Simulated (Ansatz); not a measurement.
# CuPd (Skaergaardite): the cost of one run

Computed with Ansatz 0.2.0 (DFT PBEsol, scalar-relativistic, plane waves, PAW, unless a step's input says otherwise).

1 further run of the same task is left out (set aside as unsound or not needed).

### 1 The system as given

It takes space group Pm-3m (No. 221, cubic). The conventional cell has a = 2.961 Å, b = 2.961 Å, c = 2.961 Å, α = 90.00°, β = 90.00°, γ = 90.00°. Around Cu (site symmetry m-3m) lie 8 Pd at 2.56 Å. Around Pd (site symmetry m-3m) lie 8 Cu at 2.56 Å.

As a file:

```cif
data_structure
_symmetry_space_group_name_H-M 'Pm-3m'
_symmetry_Int_Tables_number 221
_cell_length_a 2.9615
_cell_length_b 2.9615
_cell_length_c 2.9615
_cell_angle_alpha 90.000
_cell_angle_beta 90.000
_cell_angle_gamma 90.000
_cell_volume 25.97
loop_
_atom_site_label
_atom_site_type_symbol
_atom_site_symmetry_multiplicity
_atom_site_Wyckoff_symbol
_atom_site_fract_x
_atom_site_fract_y
_atom_site_fract_z
_atom_site_occupancy
Cu1 Cu 1 a 0.00000 0.00000 0.00000 1
Pd1 Pd 1 b 0.50000 0.50000 0.50000 1
```

This cell was relaxed beforehand with the same method: volume 12.99 Å³/atom, gap on the mesh none (metal).

### 2 Static run: bands, density of states and charges

Contents of input.yaml:

```yaml
crystal:
  lattice:
    - [2.9614694014, 0.0, 0.0]
    - [0.0, 2.9614694014, 0.0]
    - [0.0, 0.0, 2.9614694014]
  atoms:
    - { symbol: Cu, position: [0.0, 0.0, 0.0] }
    - { symbol: Pd, position: [0.5, 0.5, 0.5] }
basis:
  ecutwfc: 420
kpoints:
  mp_grid: { grid: [14, 14, 14] }
  band_path:
    path:
      - [[0.0, 0.0, 0.0], [0.0, 0.5, 0.0], [0.5, 0.5, 0.0], [0.0, 0.0, 0.0], [0.5, 0.5, 0.5], [0.0, 0.5, 0.0]]
      - [[0.5, 0.5, 0.5], [0.5, 0.5, 0.0]]
    npoints: 14
hamiltonian:
  xc: pbesol
scf:
  occupations: { method: gaussian, width: 0.1 }
  n_extra_bands: 6
output:
  forces: true
  stress: true
  eigenvalues: true
  populations: true
  dos: { projected: true, de: 0.02, nscf_kmesh: { grid: [21, 21, 21] } }
  bader: true
  write_density: true
  write_potential: true
  elf: true
  volumetric_format: npy
```

The run is started by

```
$ ansatz run input.yaml --threads 1 --pin off --max-ram 2560MiB --backend cpu --events-out ev --progress --plain --runs-dir out
```

**Question.** How long does this run take on 1 thread of Arm Neoverse V1, shared host, and how much memory does it need?

About 22 s, with a peak of 0.36 GiB.
